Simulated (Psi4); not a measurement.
# doublet CHClGaNO+: levels of theory compared

We compute a comparison of 4 runs (UHF/3-21G, UB3LYP/6-31G*, UHSE06/6-31G*) of doublet CHClGaNO+. 

Program for the calculation: Psi4 1.11.

### 1 The system as given

CHClGaNO+: 6 atoms, total charge +1, spin state doublet. SMILES of the parent species: `O=C=[N][GaH][Cl]`. The shape is that of a PBE0-D4/def2-TZVP optimisation. This is one conformer, not always the lowest. That shape belongs to the parent species and isn't relaxed for this state.

Bond lengths: O1–C2 1.163 Å, C2–N3 1.203 Å, N3–Ga4 1.824 Å, Ga4–Cl5 2.132 Å, Ga4–H6 1.540 Å. Angles: O1–C2–N3 176.4°, C2–N3–Ga4 142.4°, N3–Ga4–Cl5 115.2°, N3–Ga4–H6 121.8°, Cl5–Ga4–H6 123.0°.

### 2 A single-point energy at UHF/3-21G (run 1)

calc.inp reads:

```
memory 2200 mb

molecule m {
  1 2
  O     -0.700200    -2.626600    -0.696700
  C     -0.691800    -1.486000    -0.467600
  N     -0.756800    -0.304700    -0.247900
  Ga     0.248500     1.124400     0.275700
  Cl     2.297400     0.694600     0.677800
  H     -0.354900     2.534400     0.412700
  symmetry c1
  no_reorient
  no_com
}

set basis 3-21G
set reference uhf
set puream true
set e_convergence 1e-09
set d_convergence 1e-08
set scf_type pk
set maxiter 100

energy('scf')
```

Command:

```bash
$ psi4 calc.inp calc.out -n 1
```

calc.out:

```text
[...]
  Running in c1 symmetry.
[...]
  Nuclear repulsion =  378.168382856798132
[...]
  Multiplicity = 2
[...]
  Nalpha       = 35
  Nbeta        = 34
[...]
    Number of basis functions: 64
[...]
   @UHF iter   1: -2537.17224867910318   -3.98242e+00   1.39379e-02 ADIIS/DIIS
[...]
   @UHF iter  19: -2537.71464154169962   -4.54747e-12   7.89967e-09 DIIS
[...]
   @S^2 Observed:                9.291048479E-01
[...]
    Orbital Energies [Eh]
    ---------------------
    Alpha Occupied:
       1A   -376.733642     2A   -104.273741     3A    -48.262320
       4A    -42.522096     5A    -42.521062     6A    -42.520181
       7A    -20.913378     8A    -15.882586     9A    -11.654136
      10A    -10.667429    11A     -8.131028    12A     -8.126568
      13A     -8.126564    14A     -6.640836    15A     -4.715127
      16A     -4.715122    17A     -4.713020    18A     -1.854165
      19A     -1.617337    20A     -1.401483    21A     -1.400265
      22A     -1.397480    23A     -1.393747    24A     -1.393235
      25A     -1.258237    26A     -1.075089    27A     -1.037373
      28A     -1.017141    29A     -0.983656    30A     -0.873731
      31A     -0.804176    32A     -0.743307    33A     -0.663326
      34A     -0.639462    35A     -0.629503
[...]
  @UHF Final Energy: -2537.71464154169962
   => Energetics <=
    Nuclear Repulsion Energy =            378.1683828567981323
    One-Electron Energy =               -4270.5316391090727848
    Two-Electron Energy =                1354.6486147105752025
    Total Energy =                      -2537.7146415416996206
  UHF NO Occupations:
  HONO-2 :   33  A 1.9958598
  HONO-1 :   34  A 1.9143503
  HONO-0 :   35  A 1.0000000
  LUNO+0 :   36  A 0.0856497
  LUNO+1 :   37  A 0.0041402
[...]
 Multipole Moments:
 ------------------------------------------------------------------------------------
     Multipole            Electronic (a.u.)      Nuclear  (a.u.)        Total (a.u.)
 ------------------------------------------------------------------------------------
 L = 1.  Multiply by 2.5417464519 to convert [e a0] to [Debye]
 Dipole X            :        -60.6204642           59.2512288           -1.3692354
 Dipole Y            :        -32.9543102           32.3848035           -0.5695066
 Dipole Z            :        -20.0446613           19.5917356           -0.4529257
 Magnitude           :                                                    1.5505757
[...]
```

Wall time 2.3 s (1 thread of Intel Xeon Platinum 8559C (Emerald Rapids), shared host); peak memory 0.22 GiB.

### 3 Energy and gradient at UB3LYP/6-31G(d) (spherical functions) (run 2)

chclgano.dat reads:

```
memory 2.2 GB

molecule molecule1 {
  1 2
  O     -1.32318623    -4.96355464    -1.31657219
  C     -1.30731253    -2.80813302    -0.88363594
  N     -1.43014473    -0.57579955    -0.46846311
  Ga     0.46959694     2.12480805     0.52099749
  Cl     4.34145680     1.31260377     1.28085637
  H     -0.67066380     4.78932189     0.77988997
  units bohr
  symmetry c1
}

set globals {
  basis                6-31G*
  reference            uks
  puream               true
  e_convergence        1e-09
  d_convergence        1e-08
  scf_type             pk
  dft_radial_points    99
  dft_spherical_points 590
  maxiter              100
}

e_tot, wfn = gradient('b3lyp', return_wfn=True)
oeprop(wfn, 'LOWDIN_CHARGES', 'MULLIKEN_CHARGES', 'WIBERG_LOWDIN_INDICES')
```

Command:

```bash
$ psi4 -i chclgano.dat -o chclgano.out -n 1
```

chclgano.out:

```text
[...]
  Running in c1 symmetry.
[...]
  Nuclear repulsion =  378.168383066356114
[...]
  Multiplicity = 2
[...]
  Nalpha       = 35
  Nbeta        = 34
[...]
    Number of basis functions: 94
[...]
   @UKS iter   1: -2550.95346116226210   -8.89821e-01   3.26805e-02 DIIS/ADIIS
[...]
   @UKS iter  33: -2553.17745852008466    0.00000e+00   4.15625e-09 DIIS
[...]
   @S^2 Observed:                7.653483027E-01
[...]
  @UKS Final Energy: -2553.17745852008466
   => Energetics <=
    Nuclear Repulsion Energy =            378.1683830663561139
    One-Electron Energy =               -4284.1401811002406248
    Two-Electron Energy =                1452.9083909796559055
    DFT Exchange-Correlation Energy =    -100.1140514658558516
    Empirical Dispersion Energy =           0.0000000000000000
    VV10 Nonlocal Energy =                  0.0000000000000000
    Total Energy =                      -2553.1774585200846559
  UHF NO Occupations:
  HONO-2 :   33  A 1.9974225
  HONO-1 :   34  A 1.9956363
[...]
 Multipole Moments:
 ------------------------------------------------------------------------------------
     Multipole            Electronic (a.u.)      Nuclear  (a.u.)        Total (a.u.)
 ------------------------------------------------------------------------------------
 L = 1.  Multiply by 2.5417464519 to convert [e a0] to [Debye]
 Dipole X            :          0.4398371           -1.0890855           -0.6492484
 Dipole Y            :          3.5629702           -3.8438147           -0.2808445
 Dipole Z            :          0.8137793           -1.0242108           -0.2104314
 Magnitude           :                                                    0.7380234
[...]
  -Total Gradient:
     Atom            X                  Y                   Z
    ------   -----------------  -----------------  -----------------
       1       -0.000078461158     0.012038393880     0.002375727707
       2        0.001656635029     0.034442871343     0.007255929416
       3        0.014960874544    -0.009647809908     0.001633719067
       4       -0.006858988793    -0.045110360581    -0.010609510623
       5       -0.011085493805     0.007694743889    -0.001107047162
       6        0.001400601177     0.000577074144     0.000449010643
[...]
```

Wall time 44 s (1 thread of Intel Xeon Platinum 8559C (Emerald Rapids), shared host); peak memory 1 GiB.

Run 3 isn't shown in full; the table further down has it.

### 4 The energy at UB3LYP/6-31G(d) (Cartesian functions) (run 4)

calc.in reads:

```
memory 2200 mb

molecule {
  1 2
  O     -0.700200    -2.626600    -0.696700
  C     -0.691800    -1.486000    -0.467600
  N     -0.756800    -0.304700    -0.247900
  Ga     0.248500     1.124400     0.275700
  Cl     2.297400     0.694600     0.677800
  H     -0.354900     2.534400     0.412700
  symmetry c1
}

set globals {
  reference uks
  puream false
  e_convergence 1e-09
  d_convergence 1e-08
  scf_type pk
  dft_radial_points 99
  dft_spherical_points 590
  maxiter 100
}

energy_value, wavefunction = energy("b3lyp/6-31G*", return_wfn=True)
oeprop(wavefunction, "LOWDIN_CHARGES", "WIBERG_LOWDIN_INDICES", "MAYER_INDICES", title="B3LYP")
print_variables()
```

Command:

```bash
$ psi4 -i calc.in -o calc.out -n 1
```

calc.out:

```text
[...]
  Running in c1 symmetry.
[...]
  Nuclear repulsion =  378.168382856798132
[...]
  Multiplicity = 2
[...]
  Nalpha       = 35
  Nbeta        = 34
[...]
    Number of basis functions: 101
[...]
   @UKS iter   1: -2550.80745859069657   -6.99678e-01   3.23842e-02 ADIIS/DIIS
[...]
   @UKS iter  62: -2553.19334032999495   -9.54969e-12   8.18020e-09 DIIS
[...]
   @S^2 Observed:                7.628927322E-01
[...]
    Orbital Energies [Eh]
    ---------------------
    Alpha Occupied:
       1A   -372.838021     2A   -101.787284     3A    -46.221404
       4A    -40.978741     5A    -40.975693     6A    -40.974857
       7A    -19.485934     8A    -14.649617     9A    -10.588489
      10A     -9.703568    11A     -7.467054    12A     -7.460549
      13A     -7.457028    14A     -5.790017    15A     -4.075928
      16A     -4.070867    17A     -4.067612    18A     -1.381714
      19A     -1.221260    20A     -1.118571    21A     -1.107763
      22A     -1.106142    23A     -1.104089    24A     -1.102998
      25A     -1.042385    26A     -0.813484    27A     -0.756858
      28A     -0.732441    29A     -0.718234    30A     -0.651076
      31A     -0.606694    32A     -0.579095    33A     -0.576345
      34A     -0.555998    35A     -0.550763
[...]
  @UKS Final Energy: -2553.19334032999495
   => Energetics <=
    Nuclear Repulsion Energy =            378.1683828567981323
    One-Electron Energy =               -4284.1107994403901102
    Two-Electron Energy =                1452.8305555119004566
    DFT Exchange-Correlation Energy =    -100.0814792583033892
    Empirical Dispersion Energy =           0.0000000000000000
    VV10 Nonlocal Energy =                  0.0000000000000000
    Total Energy =                      -2553.1933403299949532
  UHF NO Occupations:
  HONO-2 :   33  A 1.9981507
  HONO-1 :   34  A 1.9960801
[...]
 Multipole Moments:
 ------------------------------------------------------------------------------------
     Multipole            Electronic (a.u.)      Nuclear  (a.u.)        Total (a.u.)
 ------------------------------------------------------------------------------------
 L = 1.  Multiply by 2.5417464519 to convert [e a0] to [Debye]
 Dipole X            :          0.5297481           -1.0890855           -0.5593374
 Dipole Y            :          3.7237417           -3.8438148           -0.1200731
 Dipole Z            :          0.8671663           -1.0242108           -0.1570445
 Magnitude           :                                                    0.5932444
[...]
```

Wall time 61 s (1 thread of Intel Xeon Platinum 8559C (Emerald Rapids), shared host); peak memory 1.1 GiB.

### 5 The series

```csv
run,level,task,integration grid,energy (Eh),HOMO energy (eV),LUMO energy (eV),⟨S²⟩,wall time
1,UHF/3-21G,energy,–,-2537.714642,-17.08,-7.95,0.929,2.3 s
2,UB3LYP/6-31G* (spherical functions),gradient,99 radial × 590 angular,-2553.177459,-14.51,-13.25,0.765,44 s
3,UHSE06/6-31G* (spherical functions),energy,99 radial × 590 angular,-2552.558084,-14.31,-13.48,0.770,70 s
4,UB3LYP/6-31G* (Cartesian functions),energy,99 radial × 590 angular,-2553.193340,-14.45,-13.13,0.763,61 s
```

### 6 Summary of results

```
                                 quantity           value
                      run 4: total energy  -2553.19334 Eh
run 4: HOMO energy (highest over α and β)       -14.45 eV
 run 4: LUMO energy (lowest over α and β)       -13.13 eV
                              run 4: ⟨S²⟩           0.763
```

**Reading.** Totals of different functionals can't be ranked against each other. Spin contamination of the reference: run 1 ⟨S²⟩ = 0.93. All runs together took 3 min, the longest 70 s.
